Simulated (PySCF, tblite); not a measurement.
# C5H12O2Si: geometry, infrared bands and NMR shifts

What infrared bands and NMR shifts should C5H12O2Si (`CC(C)CC(=O)O[SiH3]`) show?

Computed with tblite 0.8.0 and PySCF 2.14.0, with density-fitted response routines of our own, on a single molecule in the gas phase. Atoms are numbered from 0 throughout.

**1. The molecule as given**

20 atoms, charge 0, multiplicity 1; geometry from: force field or distance geometry start.

Bonds of the start (Å): C0–C1 1.51, C1–C2 1.53, C1–C3 1.54, C3–C4 1.53, C4–O5 1.21, C4–O6 1.36, O6–Si7 1.66, C0–H8 1.09, C0–H9 1.10, C0–H10 1.11, C1–H11 1.11, C2–H12 1.11, C2–H13 1.10, C2–H14 1.08, C3–H15 1.09, C3–H16 1.09, Si7–H17 1.47, Si7–H18 1.49, Si7–H19 1.48.

**2. Geometry optimisation with GFN2-xTB**

Job settings and geometry (Å):

```
{"job": {"kind": "relax", "xc": "GFN2-xTB", "basis": "xTB"}, "charge": 0, "multiplicity": 1}
C     -2.526700     0.889800    -0.593300
C     -1.447300     0.101200     0.113600
C     -1.537900    -1.386400    -0.252100
C     -0.060800     0.676800    -0.234400
C      1.044800     0.136200     0.670900
O      0.870000    -0.364000     1.763200
O      2.244600     0.343300     0.055600
Si     3.688600    -0.097400     0.751900
H     -2.413200     0.837000    -1.679100
H     -2.508500     1.946000    -0.294000
H     -3.531000     0.503800    -0.340800
H     -1.616700     0.183400     1.205200
H     -2.542000    -1.776200     0.008200
H     -1.387000    -1.530700    -1.332300
H     -0.808800    -1.976000     0.281000
H     -0.065400     1.760600    -0.096600
H      0.182000     0.440200    -1.267000
H      3.898300     0.631000     2.015900
H      3.725600    -1.566900     0.964300
H      4.786200     0.259200    -0.177200
```

Launch:

```
$ OMP_NUM_THREADS=1 python probes_run.py task.json out
```

One launch serves the whole session: the jobs run in the order shown.

**Question.** This job is followed by: GFN2-xTB harmonic vibrations, gas phase; GIAO PBE0/pcSseg-1 NMR shielding, non-relativistic, gas phase. What will the session give for the following? strongest single infrared mode (GFN2-xTB); zero-point energy (GFN2-xTB); 13C shifts against TMS (PBE0/pcSseg-1, means over atoms taken as alike); 1H shifts against TMS (PBE0/pcSseg-1, means over atoms taken as alike); 17O shifts against H2O (PBE0/pcSseg-1); 29Si shifts against TMS (PBE0/pcSseg-1).

As calculated:

```
                                                               quantity                        value
                              strongest single infrared mode (GFN2-xTB)        2304 cm⁻¹, 345 km/mol
                                           zero-point energy (GFN2-xTB)                99.5 kcal/mol
13C shifts against TMS (PBE0/pcSseg-1, means over atoms taken as alike)  180.3, 47.3, 28.2, 24.0 ppm
 1H shifts against TMS (PBE0/pcSseg-1, means over atoms taken as alike)   4.81, 2.27, 2.20, 0.98 ppm
                                 17O shifts against H2O (PBE0/pcSseg-1)             447.5, 189.2 ppm
                                29Si shifts against TMS (PBE0/pcSseg-1)                    -41.5 ppm
```

Relaxing lowered the energy by 0.187 eV in 53 steps; the close pair that moved most is C4–O6, from 1.364 to 1.329 Å. All 54 modes are real, so the xTB geometry is a minimum. The strongest single mode, at 2304 cm⁻¹, moves mainly H17 and H18. Unscaled tight-binding wavenumbers are off by several per cent, some by more. Its intensities can rank the bands wrongly. At PBE0/pcSseg-1: The largest span, 672 ppm, is at O5, where the paramagnetic term is -515 ppm.
